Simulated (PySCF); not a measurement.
# CoCl₂: structure of the quartet

Where does quartet CoCl₂ go from a bent start, is the end point a minimum, and what are its modes, charges and moments?

The runs use PySCF 2.14.0; PBE0, basis Co def2-SVP, Cl def2-SVP, no relativity, density fitting.

## 1. Starting geometry

3 atoms, charge 0, spin multiplicity 4.

Bond lengths: Co1–Cl2 2.100 Å, Co1–Cl3 2.100 Å. Angles: Cl2–Co1–Cl3 110.0°.

Z-matrix (Å, degrees; charge 0 multiplicity 4):
```
Co
Cl 1 2.1000
Cl 1 2.1000 2 110.00
```

## 2. Relaxing the quartet from the bent start

The steps below are one call of a driver around PySCF. For each, scf.py gives the equivalent set-up of the SCF; relaxations use the driver's own optimiser. Before each start the driver seeks the lowest SCF state from one or more starting densities and follows internal instabilities, so scf.py alone need not reach the same state.

The program finds C2v symmetry in the start, which this walk keeps. The walk stops when the largest gradient is under 0.0003 Eh/bohr and the energy has settled too.

Input file scf.py:

```python
from pyscf import gto, scf, dft
mol = gto.M(atom='''
Co     0.000000     0.000000    -0.653677
Cl     1.720200    -0.000000     0.550823
Cl    -1.720200     0.000000     0.550823''',
    basis={'Co': 'def2-SVP', 'Cl': 'def2-SVP'},
    charge=0, spin=3)
mf = dft.UKS(mol, xc='PBE0')
mf.grids.atom_grid = (50, 194)
aux = {'Co': 'def2-universal-JKFIT', 'Cl': 'def2-universal-JKFIT'}
mf = mf.density_fit(auxbasis=aux)
mf.kernel()
```

After this run come: Is it a minimum? Harmonic modes.

**Question.** What will these runs give? Wanted: minimum; geometry; wavenumbers; dipole moment; highest occupied, lowest empty level; polar-tensor charge of Co1; zero-point energy; atomisation energy; ⟨S²⟩.

The runs gave:

```
                                          quantity                                value
                                           minimum                         quartet, D∞h
                                          geometry  Co–Cl 2.102 Å (×2); Cl–Co–Cl 180.0°
                                wavenumbers (cm⁻¹)        70 (πu), 351 (σg+), 517 (σu+)
                                     dipole moment                               0.00 D
highest occupied, lowest empty level (either spin)                      -8.82, -3.71 eV
                        polar-tensor charge of Co1                              +1.18 e
                                 zero-point energy                           6.0 kJ/mol
                               entropy at 298.15 K                      294.4 J/(mol K)
         atomisation energy (no zero-point energy)                           769 kJ/mol
                                              ⟨S²⟩                                3.757
```

In words: The bent start (C2v) ends in a minimum of D∞h symmetry. The strongest infrared band lies at 517 cm⁻¹ (σu+, stretch). Co1 has a polar-tensor charge of +1.2 e (a dipole derivative, not a static charge), yet symmetry cancels the bond dipoles. Most of the spin sits on Co1 (Mulliken spin 2.76, against 3 for the whole molecule). Other starts or spin states, not run here, may lie lower. Modes under about 90 cm⁻¹ are uncertain by tens of cm⁻¹. One determinant may miss the lowest occupation of an open d or f shell.
